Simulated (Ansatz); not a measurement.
# B8N7: the cost of one run

Computed with Ansatz 0.2.0 (DFT PBE, scalar-relativistic, plane waves, PAW, unless a step's input says otherwise).

18 further runs of the same task are left out: 18 set aside as unsound or not needed.

### Step 1. The starting structure

The structure is hexagonal, space group P6_3mc (No. 186). Conventional cell: a = 2.554 Å, b = 2.554 Å, c = 4.224 Å, α = 90.00°, β = 90.00°, γ = 120.00°. Around B (site symmetry 3m) lie 4 N at 1.57 to 1.58 Å. N (site symmetry 3m) is surrounded by 4 B at 1.57 to 1.58 Å.

Structure file:

```xyz
4
Lattice="2.5541 0.0000 0.0000 -1.2770 2.2119 0.0000 0.0000 0.0000 4.2240" Properties=species:S:1:pos:R:3 pbc="T T T"
B     1.2770    0.7373    4.2233
B     0.0000    1.4746    2.1113
N     1.2770    0.7373    2.6408
N     0.0000    1.4746    0.5287
```

It goes back to an entry of the Materials Project, which need not be the stable form.

This cell was relaxed beforehand with the same method: volume 5.97 Å³/atom, gap on the mesh 5.22 eV.

### Step 2. Plan of the line

Atoms count from 1 in the order of the input.

An atom moved over a plane that holds its own site and a neighbouring vacancy.

The axes are (1) path of N9 from its site (0) to the vacancy (1), 2.554 Å: 11 values from −0.125 to 1.125; (2) shift of N9 across the path, along [2 1 0]: 9 values from −0.700 Å.

Nothing else is relaxed (all other atoms held at the sites of the perfect crystal). Points are written as (first, second).

### Step 3. The run at (0.000, 0.525 Å)

Contents of input.yaml:

```yaml
crystal:
  lattice:
    - [-1.2770455854, -2.2119078376, -4.2240394007]
    - [-1.2770455854, -2.2119078376, 4.2240394007]
    - [-2.5540911709, 4.423815675, 0.0]
  atoms:
    - { symbol: B, position: [0.666752699, 0.6665806343, 0.8333333333] }
    - { symbol: B, position: [0.666752699, 0.6665806343, 0.3333333333] }
    - { symbol: B, position: [0.166752699, 0.1665806343, 0.8333333333] }
    - { symbol: B, position: [0.166752699, 0.1665806343, 0.3333333333] }
    - { symbol: B, position: [0.0834193657, 0.583247301, 0.1666666667] }
    - { symbol: B, position: [0.0834193657, 0.583247301, 0.6666666667] }
    - { symbol: B, position: [0.5834193657, 0.083247301, 0.1666666667] }
    - { symbol: B, position: [0.5834193657, 0.083247301, 0.6666666667] }
    - { symbol: "N", position: [0.7354048037, 0.3605768683, 0.273995418] }
    - { symbol: "N", position: [0.3540806343, 0.979252699, 0.8333333333] }
    - { symbol: "N", position: [0.3540806343, 0.979252699, 0.3333333333] }
    - { symbol: "N", position: [0.270747301, 0.3959193657, 0.1666666667] }
    - { symbol: "N", position: [0.270747301, 0.3959193657, 0.6666666667] }
    - { symbol: "N", position: [0.770747301, 0.8959193657, 0.1666666667] }
    - { symbol: "N", position: [0.770747301, 0.8959193657, 0.6666666667] }
total_charge: 3
basis:
  ecutwfc: 420
kpoints:
  mp_grid: { grid: [6, 6, 6] }
hamiltonian:
  xc: pbe
  pseudopotentials: { kind: paw, azcp: { folder: soft_1 } }
scf:
  occupations: { method: gaussian, width: 0.05 }
output:
  forces: true
  stress: true
  eigenvalues: true
  write_density: true
  write_potential: true
  elf: true
  volumetric_format: npy
```

Started as:

```bash
$ ansatz run input.yaml --threads 4 --pin off --max-ram 8192MiB --backend cpu --events-out ev --progress --plain --runs-dir out
```

**Question.** How long does this run take on 4 threads of Intel Xeon 6975P-C (Granite Rapids), shared host, and how much memory does it need?

About 9.4 s, with a peak of 0.69 GiB.
